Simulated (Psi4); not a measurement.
# CH2GeN (SMILES N#[C][GeH2]): levels of theory compared

Wanted: a comparison of 3 runs (UB3LYP/def2-SVPD, UM06-2X/def2-SVPD, UM06-L/def2-SVPD) of CH2GeN. 

The calculation is run with Psi4 1.11.

## 1. The structure to begin with

The species is CH2GeN (5 atoms), meant as a doublet with charge 0. SMILES: `N#[C][GeH2]`. The Ge3–H4 distance was set to 2.301 Å, away from the relaxed value. At this shape a bond of the SMILES string is far longer than usual.

Bond lengths: N1–C2 1.154 Å, C2–Ge3 1.912 Å, Ge3–H5 1.534 Å. Angles: N1–C2–Ge3 175.5°, C2–Ge3–H5 108.2°. A long bond or contact: Ge3–H4 2.301 Å.

## 2. A single-point energy at UB3LYP/def2-SVPD (run 1)

File input.in:

```
memory 2.2 GB

molecule {
  0 2
  N      2.262210    -0.659595     1.271100
  C      1.509910    -0.166195     0.548300
  Ge     0.355610     0.611105    -0.762200
  H     -1.658900    -0.498000    -0.695900
  H      0.267210     2.118105    -0.491000
  symmetry c1
}

set globals {
  reference            uks
  puream               true
  e_convergence        1e-09
  d_convergence        1e-08
  scf_type             pk
  dft_radial_points    99
  dft_spherical_points 590
  maxiter              100
}

e_tot, wfn = energy("b3lyp/def2-SVPD", return_wfn=True)
oeprop(wfn, "DIPOLE", "LOWDIN_CHARGES", "QUADRUPOLE")
```

Run with:

```console
psi4 -n 1 input.in input.out
```

input.out:

```text
[...]
  Running in c1 symmetry.
[...]
  Nuclear repulsion =  133.537571264364260
[...]
  Multiplicity = 2
[...]
  Nalpha       = 24
  Nbeta        = 23
[...]
    Number of basis functions: 94
[...]
   @UKS iter   1: -2169.05320905885947   -2.20907e+00   2.60851e-02 ADIIS/DIIS
[...]
   @UKS iter  19: -2170.65247966526022   -1.81899e-12   9.42443e-09 DIIS
[...]
   @S^2 Observed:                7.851387881E-01
[...]
    Orbital Energies [Eh]
    ---------------------
    Alpha Occupied:
       1A   -398.766827     2A    -49.830477     3A    -44.366146
       4A    -44.364296     5A    -44.363689     6A    -14.354881
       7A    -10.230542     8A     -6.278303     9A     -4.455344
      10A     -4.450381    11A     -4.448098    12A     -1.276362
      13A     -1.274399    14A     -1.272348    15A     -1.271205
      16A     -1.268880    17A     -0.917743    18A     -0.618500
      19A     -0.451672    20A     -0.385658    21A     -0.377265
      22A     -0.372186    23A     -0.334068    24A     -0.262105
    Alpha Virtual:
      25A     -0.116594    26A     -0.026817    27A     -0.002758
[...]
  @UKS Final Energy: -2170.65247966526022
   => Energetics <=
    Nuclear Repulsion Energy =            133.5375712643642601
    One-Electron Energy =               -3284.5696896100384947
    Two-Electron Energy =                1054.3955231863590143
    DFT Exchange-Correlation Energy =     -74.0158845059451949
    Empirical Dispersion Energy =           0.0000000000000000
    VV10 Nonlocal Energy =                  0.0000000000000000
    Total Energy =                      -2170.6524796652602163
[...]
 Multipole Moments:
 ------------------------------------------------------------------------------------
     Multipole            Electronic (a.u.)      Nuclear  (a.u.)        Total (a.u.)
 ------------------------------------------------------------------------------------
 L = 1.  Multiply by 2.5417464519 to convert [e a0] to [Debye]
 Dipole X            :         -1.4416708            0.8512852           -0.5903856
 Dipole Y            :          2.3666525           -1.5897366            0.7769159
 Dipole Z            :         -4.4531802            3.5882436           -0.8649367
 Magnitude           :                                                    1.3039436
 L = 2.  Multiply by 1.3450342976 to convert [e a0^2] to [Debye ang]
 Quadrupole XX       :       -134.2567990          108.8709020          -25.3858970
 Quadrupole XY       :         55.6093020          -54.1436390            1.4656629
[...]
```

Wall time 32 s (1 thread of Intel Xeon Platinum 8259CL at 2.50GHz (Skylake/Cascade Lake), shared host); peak memory 1 GiB.

## 3. Energy and gradient at UM06-2X/def2-SVPD (run 2)

File input.in:

```
memory 2.2 GB

molecule system {
  0 2
  N      2.262210    -0.659595     1.271100
  C      1.509910    -0.166195     0.548300
  Ge     0.355610     0.611105    -0.762200
  H     -1.658900    -0.498000    -0.695900
  H      0.267210     2.118105    -0.491000
  symmetry c1
}

set reference uks
set puream true
set e_convergence 1e-09
set d_convergence 1e-08
set scf_type pk
set dft_radial_points 99
set dft_spherical_points 590
set maxiter 100

e_tot, wfn = gradient("m06-2x/def2-SVPD", return_wfn=True)
print_variables()
```

Run with:

```console
psi4 input.in input.out -n 1
```

input.out:

```text
[...]
  Running in c1 symmetry.
[...]
  Nuclear repulsion =  133.537571264364260
[...]
  Multiplicity = 2
[...]
  Nalpha       = 24
  Nbeta        = 23
[...]
    Number of basis functions: 94
[...]
   @UKS iter   1: -2169.14343373399879   -2.84057e+00   2.47453e-02 ADIIS/DIIS
[...]
   @UKS iter  18: -2170.56820660840640   -9.09495e-13   6.12254e-09 DIIS
[...]
   @S^2 Observed:                7.963226655E-01
[...]
    Orbital Energies [Eh]
    ---------------------
    Alpha Occupied:
       1A   -401.023351     2A    -50.568729     3A    -45.109913
       4A    -45.107837     5A    -45.107301     6A    -14.786347
       7A    -10.591583     8A     -6.562095     9A     -4.729485
      10A     -4.724608    11A     -4.722360    12A     -1.463989
      13A     -1.462095    14A     -1.459778    15A     -1.458556
      16A     -1.456249    17A     -1.016101    18A     -0.682822
      19A     -0.513024    20A     -0.452117    21A     -0.437320
      22A     -0.434561    23A     -0.380404    24A     -0.305777
    Alpha Virtual:
      25A     -0.070391    26A      0.016223    27A      0.030813
[...]
  @UKS Final Energy: -2170.56820660840640
   => Energetics <=
    Nuclear Repulsion Energy =            133.5375712643642601
    One-Electron Energy =               -3285.0631816748118581
    Two-Electron Energy =                1024.4245405249578198
    DFT Exchange-Correlation Energy =     -43.4671367229171040
    Empirical Dispersion Energy =           0.0000000000000000
    VV10 Nonlocal Energy =                  0.0000000000000000
    Total Energy =                      -2170.5682066084068538
[...]
 Multipole Moments:
 ------------------------------------------------------------------------------------
     Multipole            Electronic (a.u.)      Nuclear  (a.u.)        Total (a.u.)
 ------------------------------------------------------------------------------------
 L = 1.  Multiply by 2.5417464519 to convert [e a0] to [Debye]
 Dipole X            :         -1.4160381            0.8512852           -0.5647529
 Dipole Y            :          2.3862306           -1.5897366            0.7964940
 Dipole Z            :         -4.4730473            3.5882436           -0.8848038
 Magnitude           :                                                    1.3176594
[...]
  -Total Gradient:
     Atom            X                  Y                   Z
    ------   -----------------  -----------------  -----------------
       1       -0.004034781294     0.003555614945    -0.003215414245
       2       -0.001367584193    -0.002137169971    -0.006706338333
       3        0.049910696313     0.029439316811     0.015557372080
       4       -0.044958200847    -0.025770692592    -0.000226323607
       5        0.000410908363    -0.005077609226    -0.005479985501
[...]
```

It took 72 s on 1 thread of Intel Xeon Platinum 8259CL at 2.50GHz (Skylake/Cascade Lake), shared host; peak memory 1.2 GiB.

## 4. Energy and forces at UM06-L/def2-SVPD (run 3)

File calc.dat:

```
memory 2200 mb

molecule {
  0 2
  N      2.262210    -0.659595     1.271100
  C      1.509910    -0.166195     0.548300
  Ge     0.355610     0.611105    -0.762200
  H     -1.658900    -0.498000    -0.695900
  H      0.267210     2.118105    -0.491000
  symmetry c1
  no_reorient
  no_com
}

set globals {
  reference            uks
  puream               true
  e_convergence        1e-09
  d_convergence        1e-08
  scf_type             pk
  dft_radial_points    99
  dft_spherical_points 590
  maxiter              100
}

energy_value, wavefunction = gradient("m06-l/def2-SVPD", return_wfn=True)
```

Run with:

```console
psi4 calc.dat calc.out -n 1
```

calc.out:

```text
[...]
  Running in c1 symmetry.
[...]
  Nuclear repulsion =  133.537571264364260
[...]
  Multiplicity = 2
[...]
  Nalpha       = 24
  Nbeta        = 23
[...]
    Number of basis functions: 94
[...]
   @UKS iter   1: -2168.85541174342643   -1.95984e+00   2.66585e-02 DIIS/ADIIS
[...]
   @UKS iter  19: -2170.52885975478466   -4.54747e-12   5.09619e-09 DIIS
[...]
   @S^2 Observed:                7.659503099E-01
[...]
    Orbital Energies [Eh]
    ---------------------
    Alpha Occupied:
       1A   -398.101942     2A    -49.712338     3A    -44.148782
       4A    -44.147002     5A    -44.146219     6A    -14.206645
       7A    -10.100705     8A     -6.272378     9A     -4.400659
      10A     -4.395817    11A     -4.393092    12A     -1.187877
      13A     -1.186409    14A     -1.184015    15A     -1.182392
      16A     -1.181054    17A     -0.871324    18A     -0.579117
      19A     -0.422018    20A     -0.351269    21A     -0.347245
      22A     -0.334227    23A     -0.302523    24A     -0.233199
    Alpha Virtual:
      25A     -0.125779    26A     -0.042055    27A     -0.005565
[...]
  @UKS Final Energy: -2170.52885975478466
   => Energetics <=
    Nuclear Repulsion Energy =            133.5375712643642601
    One-Electron Energy =               -3285.0780797409402112
    Two-Electron Energy =                1072.8840071010597512
    DFT Exchange-Correlation Energy =     -91.8723583792685901
    Empirical Dispersion Energy =           0.0000000000000000
    VV10 Nonlocal Energy =                  0.0000000000000000
    Total Energy =                      -2170.5288597547846621
[...]
 Multipole Moments:
 ------------------------------------------------------------------------------------
     Multipole            Electronic (a.u.)      Nuclear  (a.u.)        Total (a.u.)
 ------------------------------------------------------------------------------------
 L = 1.  Multiply by 2.5417464519 to convert [e a0] to [Debye]
 Dipole X            :        -66.4804255           65.9188629           -0.5615626
 Dipole Y            :        -28.5826708           29.4062739            0.8236031
 Dipole Z            :         24.4415287          -25.3030549           -0.8615261
 Magnitude           :                                                    1.3175363
[...]
  -Total Gradient:
     Atom            X                  Y                   Z
    ------   -----------------  -----------------  -----------------
       1       -0.022210906921     0.015604328824    -0.020061811810
       2        0.019117288596    -0.015864916758     0.012099183111
       3        0.044571039654     0.030473372830     0.014314426298
       4       -0.042036975431    -0.024233056307    -0.000484087499
       5        0.000552457652    -0.006004515653    -0.005895986658
[...]
```

Wall time 78 s (1 thread of Intel Xeon Platinum 8259CL at 2.50GHz (Skylake/Cascade Lake), shared host); peak memory 1.2 GiB.

## 5. All runs side by side

```csv
run,level,task,energy (Eh),dipole moment (D),HOMO energy (eV),LUMO energy (eV),wall time
1,UB3LYP/def2-SVPD,energy,-2170.652480,3.31,-7.13,-4.55,32 s
2,UM06-2X/def2-SVPD,gradient,-2170.568207,3.35,-8.32,-3.49,72 s
3,UM06-L/def2-SVPD,gradient,-2170.528860,3.35,-6.35,-5.12,78 s
```

## 6. Summary of results

| quantity | value |
| --- | --- |
| run 3: total energy | -2170.52886 Eh |
| run 3: dipole moment | 3.35 D |
| run 3: HOMO energy (highest over α and β) | -6.35 eV |
| run 3: LUMO energy (lowest over α and β) | -5.12 eV |
| run 3: ⟨S²⟩ | 0.766 |
| run 3: largest force on an atom | 2.872 eV/Å |

What this shows: The dipole moment (its size) runs from 3.31 D (UB3LYP/def2-SVPD) to 3.35 D (UM06-2X/def2-SVPD). Totals of different functionals can't be ranked against each other. All runs together took 3 min, the longest 78 s.
